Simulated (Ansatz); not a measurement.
# C4H10Si, SMILES CC1CC[SiH2]1: a single point in a Gaussian basis

With Ansatz's Python interface.

Notebook, run cell by cell (the value of a cell's last expression is shown):

**Cell 1**
```python
import ansatz as az
from ase import Atoms
import numpy as np
```

**Cell 2**
```python
atoms = Atoms(['C', 'C', 'C', 'C', 'Si', 'H', 'H', 'H', 'H', 'H', 'H', 'H', 'H', 'H', 'H'], positions=[
    (1.7658, -0.3404, -0.2327),
    (0.5193, 0.0407, 0.5653),
    (-0.6308, -0.9662, 0.4208),
    (-1.6255, -0.0238, -0.2609),
    (-0.4484, 1.4143, -0.2358),
    (2.5019, 0.4903, -0.1967),
    (1.5149, -0.5543, -1.2943),
    (2.2309, -1.244, 0.2143),
    (0.7515, 0.2647, 1.6289),
    (-0.3798, -1.8336, -0.2292),
    (-1.0038, -1.3006, 1.4134),
    (-1.8661, -0.3426, -1.2971),
    (-2.525, 0.1647, 0.3628),
    (-0.8476, 2.4605, 0.7168),
    (0.0428, 1.7703, -1.5755),
])
mol = az.Crystal.molecule_from_ase(atoms)

base = (
    mol.calculation()
    .basis(gaussian='def2-SVP')
    .functional('PBE')
    .forces()
)
print(base.to_yaml())
trace = []
result = base.session().plan().execute(on_event=trace.append)
rep = result.report
```
Output:
```text
crystal:
  periodic: [false, false, false]
  atoms:
    - { symbol: C, position_ang: [1.7658, -0.3404, -0.2327] }
    - { symbol: C, position_ang: [0.5193, 0.0407, 0.5653] }
    - { symbol: C, position_ang: [-0.6308, -0.9662, 0.4208] }
    - { symbol: C, position_ang: [-1.6255, -0.0238, -0.2609] }
    - { symbol: Si, position_ang: [-0.4484, 1.4143, -0.2358] }
    - { symbol: H, position_ang: [2.5019, 0.4903, -0.1967] }
    - { symbol: H, position_ang: [1.5149, -0.5543, -1.2943] }
    - { symbol: H, position_ang: [2.2309, -1.244, 0.2143] }
    - { symbol: H, position_ang: [0.7515, 0.2647, 1.6289] }
    - { symbol: H, position_ang: [-0.3798, -1.8336, -0.2292] }
    - { symbol: H, position_ang: [-1.0038, -1.3006, 1.4134] }
    - { symbol: H, position_ang: [-1.8661, -0.3426, -1.2971] }
    - { symbol: H, position_ang: [-2.525, 0.1647, 0.3628] }
    - { symbol: H, position_ang: [-0.8476, 2.4605, 0.7168] }
    - { symbol: H, position_ang: [0.0428, 1.7703, -1.5755] }
basis:
  gaussian:
    orbitals: def2-SVP
hamiltonian:
  xc: pbe
output:
  forces: true
```

**Cell 3**
```python
sorted(key for key in rep if key.endswith('_ev'))
```
Output:
```text
['free_energy_ev', 'reference_energy_ev']
```

**Cell 4**
```python
type(result).__name__, type(rep).__name__
```
Output:
```text
('RunOutcome', 'dict')
```

**Cell 5**
```python
for event in trace:
    if event['event'] == 'mean_field_evaluation' and event['data']['evaluation'] <= 25:
        print('pass {evaluation:3d}  E = {energy_ev:.6f} eV  gradient {gradient_ev:.1e}'.format(**event['data']))
```
Output:
```text
pass   1  E = -12156.398958 eV  gradient 7.6e+01
pass   2  E = -12113.039936 eV  gradient 1.4e+02
pass   3  E = -12171.374011 eV  gradient 1.4e+01
pass   4  E = -12171.768138 eV  gradient 9.9e+00
pass   5  E = -12171.987230 eV  gradient 2.2e+00
pass   6  E = -12172.000276 eV  gradient 3.0e-01
pass   7  E = -12172.000259 eV  gradient 3.0e-01
pass   8  E = -12172.000647 eV  gradient 3.0e-01
pass   9  E = -12172.000875 eV  gradient 1.3e-01
pass  10  E = -12172.000918 eV  gradient 4.7e-02
pass  11  E = -12171.914863 eV  gradient 3.3e-01
pass  12  E = -12171.915082 eV  gradient 6.3e-02
pass  13  E = -12171.915089 eV  gradient 3.6e-02
pass  14  E = -12171.915093 eV  gradient 8.5e-03
pass  15  E = -12171.915093 eV  gradient 3.5e-03
pass  16  E = -12171.915093 eV  gradient 7.7e-04
pass  17  E = -12171.915092 eV  gradient 2.4e-03
pass  18  E = -12171.915092 eV  gradient 1.6e-04
pass  19  E = -12171.915092 eV  gradient 8.3e-05
pass  20  E = -12171.915092 eV  gradient 2.8e-05
pass  21  E = -12171.915092 eV  gradient 2.8e-05
```

**Cell 6**
```python
print(f'E = {rep["free_energy_ev"]:.6f} eV = {rep["free_energy_ev"] / 27.211386246:.7f} Ha')
print('converged:', rep['converged'], ' doubts:', rep['published_state_doubts'] or 'none')
```
Output:
```text
E = -12171.915127 eV = -447.3096305 Ha
converged: True  doubts: none
```

**Cell 7**
```python
field = rep['mean_field']
print('<S^2> =', round(abs(field['state']['spin_squared']), 4), ' relativity:', field['relativity'])
print('passes:', field['passes'])
if 'symmetry' in field:
    print('occupied orbitals by irrep:', field['symmetry']['occupied'])
```
Output:
```text
<S^2> = 0.0  relativity: none
passes: {'evaluations': 19, 'products': 12}
occupied orbitals by irrep: [{'A': 24}, {'A': 24}]
```

**Cell 8**
```python
symbols = [site.symbol for site in mol.cartesian_sites]
print('forces (eV/A)')
for symbol, f in zip(symbols, rep['forces_ev_ang']):
    print(f'  {symbol:2s} {f[0]:9.4f} {f[1]:9.4f} {f[2]:9.4f}')
```
Output:
```text
forces (eV/A)
  C     0.2354    0.0142    0.6007
  C     1.9237   -0.3337    0.4567
  C    -0.1863    0.2207    0.2368
  C    -1.8741   -0.3524   -0.6547
  Si   -0.2652   -0.1048    0.2242
  H     0.1337   -0.1307   -0.1525
  H     0.0807    0.0167    0.0428
  H     0.1857   -0.0830   -0.1929
  H     0.2684   -0.1458   -0.0398
  H     0.0547   -0.0549    0.3231
  H     0.0724   -0.2928   -0.2062
  H    -0.5236   -0.0024    0.1998
  H    -0.2485   -0.1864   -0.4518
  H    -0.0876    0.8334    0.0745
  H     0.2306    0.6020   -0.4607
```

**Cell 9**
```python
charges = rep['charge_distribution']
dipole = np.array(charges['dipole_moment_e_ang']) * 4.803205
print('dipole (D): {:.3f} {:.3f} {:.3f}, length {:.3f}'.format(*dipole, np.linalg.norm(dipole)))
print('atom  Mulliken   Lowdin')
for symbol, m, l in zip(symbols, charges['mulliken_charges_e'], charges['lowdin_charges_e']):
    print(f'{symbol:4s} {m:9.3f} {l:8.3f}')
```
Output:
```text
dipole (D): 0.051 -0.064 0.094, length 0.124
atom  Mulliken   Lowdin
C        0.028    0.028
C       -0.314   -0.170
C        0.040   -0.008
C       -0.196   -0.112
Si       0.317    0.309
H        0.029    0.007
H        0.026    0.007
H        0.026    0.000
H        0.036    0.017
H        0.016    0.010
H        0.020    0.013
H        0.048    0.020
H        0.049    0.020
H       -0.062   -0.072
H       -0.063   -0.069
```

Total energies depend on the basis set; only differences at equal settings carry meaning. The geometry is a force-field or estimated start, not a minimum of this method, and the basis set is short of its limit. The Löwdin charges here are taken after orthogonalising the functions within each atom; they differ from plain Löwdin charges, and their signs can be unphysical. Early passes use coarser integrals and grids, so their energies can't be compared with the last. Run time: 5.3 s on 1 thread of Intel(R) Xeon(R) Platinum 8375C CPU @ 2.90GHz (Ice Lake) (shared host), peak memory 0.24 GiB.

(Lines on the test bed's own set-up are left out of the output.)
